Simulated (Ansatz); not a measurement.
# C4H2 (1,3-butadiyne): wB97X/aug-cc-pVDZ

What is the electronic atomisation energy of C4H2 (1,3-butadiyne) at wB97X/aug-cc-pVDZ? 

The results are computed with Ansatz 0.2.0.

43 further runs of the same task are left out: 16 that didn't finish, 27 set aside as unsound or not needed.

## 1. Starting point

The species is C4H2 (6 atoms), meant as a singlet with charge 0. SMILES: `C#CC#C`. The shape is that of a PBE0-D4/def2-TZVP optimisation.

Bond lengths: C1–C2 1.205 Å, C2–C3 1.364 Å, C3–C4 1.205 Å, C1–H5 1.064 Å, C4–H6 1.064 Å. Angles: C1–C2–C3 180.0°, C2–C3–C4 180.0°, C2–C1–H5 180.0°, C3–C4–H6 180.0°.

## 2. A single-point energy at wB97X/aug-cc-pVDZ

in.yaml

```yaml
basis:
  gaussian:
    orbitals: aug-cc-pVDZ
crystal:
  periodic: [false, false, false]
  atoms:
    - symbol: C
      position_ang: [1.419140, -1.102190, 0.574700]
    - symbol: C
      position_ang: [0.512970, -0.398530, 0.207720]
    - symbol: C
      position_ang: [-0.513080, 0.398350, -0.207780]
    - symbol: C
      position_ang: [-1.419150, 1.102170, -0.574710]
    - symbol: H
      position_ang: [2.219890, -1.723930, 0.898960]
    - symbol: H
      position_ang: [-2.219770, 1.724120, -0.898890]
hamiltonian:
  xc: {name: wB97X}
accuracy: high
output:
  orbitals: {seedname: orbitals}
```

Run with:

```bash
$ ansatz run in.yaml --threads 1 --pin off --max-ram 3480MiB --events-out events.jsonl --progress --plain --runs-dir runs
```

Log:

```text
Warning: RAYON_NUM_THREADS=1 ignored (pool sized by the plan → 1); use --threads N
Functional definition: wB97X
  name "wB97X"
  parameter omega = 0.3/bohr
  parameter cx = 0.157706
  parameter cx1 = 0.726479
  parameter cx2 = 1.04760
  parameter cx3 = -5.70635
  parameter cx4 = 13.2794
  parameter css1 = -4.33879
  parameter css2 = 18.2308
  parameter css3 = -31.7430
  parameter css4 = 17.2901
  parameter cos1 = 2.37031
  parameter cos2 = -11.3995
  parameter cos3 = 6.58405
  parameter cos4 = -3.78132
  exchange = spin_sum(e_x_unif_sr(omega)*poly(b97_u_x, 1 - cx, cx1, cx2, cx3, cx4)) + cx*exact_x_sr(omega)
      + exact_x_lr(omega)
  correlation = spin_sum(e_c_pw_same_spin*poly(b97_u_same, 1, css1, css2, css3, css4))
      + integral(e_c_pw_opposite_spin*poly(b97_u_opposite, 1, cos1, cos2, cos3, cos4))
1790 factors; integrals over basis functions are off by at most 2.5e-9 eV
447 factors; integrals over basis functions are off by at most 2.3e-9 eV
mean field evaluation 1: about -4172.7706 eV, gradient 3.1e1 eV
mean field evaluation 2: about -4174.7875 eV, gradient 1.5e1 eV
mean field evaluation 4: about -4175.3955 eV, gradient 1.4e0 eV
mean field evaluation 8: about -4175.4002 eV, gradient 3.5e-3 eV
mean field evaluation 16: about -4175.4002 eV, gradient 1.5e-7 eV
mean field -4175.40016947 eV, -153.4431260401 hartree, gradient 2.6e-8 eV, S^2 0.000000; 0 other end points of the search recorded, 0 dependent functions left out
reference -4175.40016258 eV, -153.4431257868 hartree; 13, 13 occupied and 97, 97 virtual orbitals, 1790 factors
Total energy: -4175.40016258 eV, -153.4431257868 hartree
```

Run time: 22 s. Hardware: 1 thread of Intel Xeon Platinum 8175M at 2.50GHz (Skylake/Cascade Lake), shared host; peak memory 0.47 GiB.

## 3. The C atom at the same level

in.yaml

```yaml
crystal:
  periodic: [false, false, false]
  atoms:
    - symbol: C
      position_ang: [0.000000, 0.000000, 0.000000]
basis:
  gaussian: {orbitals: aug-cc-pVDZ}
magnetization: {spin_polarized: true, initial_magnetization: 2}
hamiltonian: {xc: {name: wB97X}}
accuracy: high
```

Run the same way, it converges to -37.84121 Eh (log not shown).

## 4. The H atom at the same level

run.yaml

```yaml
crystal:
  periodic: [false, false, false]
  atoms:
    - {symbol: H, position_ang: [0.000000, 0.000000, 0.000000]}
basis:
  gaussian:
    orbitals: aug-cc-pVDZ
total_charge: 0
magnetization:
  spin_polarized: true
  initial_magnetization: 1
hamiltonian:
  xc: {name: wB97X}
accuracy: high
```

Run the same way, it converges to -0.50101 Eh (log not shown).

## 5. Outcome

At wB97X/aug-cc-pVDZ:

| quantity | value |
| --- | --- |
| molecule: total energy | -153.44313 Eh |
| molecule: HOMO energy | -9.96 eV |
| molecule: LUMO energy | 1.17 eV |
| molecule: HOMO–LUMO gap | 11.12 eV |
| C atom: total energy | -37.84121 Eh |
| C atom: ⟨S²⟩ | 2.005 |
| H atom: total energy | -0.50101 Eh |
| H atom: ⟨S²⟩ | 0.750 |
| electronic atomisation energy | 29.287 eV |

**Reading.** Taking the molecule apart into free atoms costs 29.29 eV (2826 kJ/mol), before zero-point energy and without spin-orbit coupling.
